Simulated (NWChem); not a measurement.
# UM06-2X/cc-pVDZ run of AlF2 (SMILES [F][Al][F])

What is the electronic atomisation energy of AlF2 at UM06-2X/cc-pVDZ? 

The calculation is run with NWChem 7.3.0.

15 further runs of the same task are left out: 15 set aside as unsound or not needed.

**1. The structure to begin with**

AlF2 has 3 atoms, charge 0, and is taken as a doublet. SMILES: `[F][Al][F]`. The shape is that of a PBE0-D4/def2-TZVP optimisation.

Bond lengths: F1–Al2 1.647 Å, Al2–F3 1.647 Å. Angles: F1–Al2–F3 119.7°.

**2. A single-point energy at UM06-2X/cc-pVDZ**

geom.nw

```
start geom
memory total 2200 mb
geometry noautosym nocenter noautoz
  F        0.533000      -1.361200       0.136400
  Al       0.388700       0.275400       0.245200
  F       -0.932500       1.021000      -0.394800
end
basis spherical bse
  * library cc-pVDZ
end
dft
  xc m06-2x
  mult 2
  grid fine
  convergence energy 1e-08
  maxiter 100
  mulliken
  noprint "final vectors analysis"
end
task dft energy
```

Started as:

```console
$ nwchem geom.nw > geom.out
```

Standard output:

```text
[...]
          Wavefunction type:  spin polarized.
          No. of atoms     :     3
          No. of electrons :    31
[...]
          Charge           :     0
          Spin multiplicity:     2
[...]
          AO basis - number of functions:    46
[...]
              XC Information
              --------------
                       M06-2X Method XC Functional
                     Hartree-Fock (Exact) Exchange  0.540
                        M06-2X Exchange Functional  1.000
                      M06-2X Correlation Potential  1.000
[...]
 d= 0,ls=0.0,diis     1   -442.0209287834 -5.32D+02  1.39D-02  2.13D-01     1.4
[...]
 d= 0,ls=0.0,diis    12   -442.1285420431 -1.45D-09  3.90D-07  6.22D-11    11.5
[...]
         Total DFT energy =     -442.128542043088
      One electron energy =     -796.086847478344
           Coulomb energy =      303.316993850866
    Exchange-Corr. energy =      -39.619447855417
 Nuclear repulsion energy =       90.260759439807
[...]
      Total Density - Mulliken Population Analysis
     ---------------------------------------------
    Atom       Charge   Shell Charges
 -----------   ------   -------------------------------------------------------
    1 F    9     9.40   2.00  0.88  1.04  3.32  2.16  0.00
    2 Al  13    12.20   2.00  2.02  0.66  0.33  6.01  0.64  0.20  0.34
    3 F    9     9.40   2.00  0.88  1.04  3.32  2.16  0.00
[...]
      <S2> =      0.7513 (Exact =     0.7500)
[...]
```

Run time: 12 s. Hardware: 1 thread of Intel Xeon Platinum 8375C at 2.90GHz (Ice Lake), shared host; peak memory 0.11 GiB.

**3. The Al atom**

a.xyz

```xyz
1
Al
Al     0.000000     0.000000     0.000000
```

a.nw

```
start a
title "Al"
memory total 2200 mb
geometry noautosym nocenter noautoz
   load format xyz a.xyz
end
basis "ao basis" spherical bse
   * library cc-pVDZ
end
dft
   xc m06-2x
   mult 2
   grid fine
   convergence energy 1e-08
   maxiter 100
   mulliken
   print low
end
task dft energy
```

Run the same way, it converges to -242.33850 Eh (log not shown).

**4. The F atom, same level**

f.nw

```
echo
start f
title "F"
memory total 2200 mb

geometry units angstrom noautosym nocenter noautoz
F        0.000000       0.000000       0.000000
end

basis spherical bse
F library cc-pVDZ
end

dft
xc m06-2x
mult 2
grid fine
convergence energy 1e-08
maxiter 100
mulliken
noprint "final vectors analysis"
end

task dft energy
```

Run the same way, it converges to -99.69557 Eh (log not shown).

**5. Summary of results**

Level: UM06-2X/cc-pVDZ.

| quantity | value |
| --- | --- |
| molecule: total energy | -442.12854 Eh |
| molecule: dipole moment | 2.05 D |
| molecule: ⟨S²⟩ | 0.751 |
| Al atom: total energy | -242.33850 Eh |
| Al atom: ⟨S²⟩ | 0.752 |
| F atom: total energy | -99.69557 Eh |
| F atom: ⟨S²⟩ | 0.751 |
| electronic atomisation energy | 10.855 eV |

Taking the molecule apart into free atoms costs 10.85 eV (250 kcal/mol), before zero-point energy and without spin-orbit coupling. Mulliken charges (molecule) run from -0.40 on F1 to +0.80 on Al2; they depend strongly on the basis.
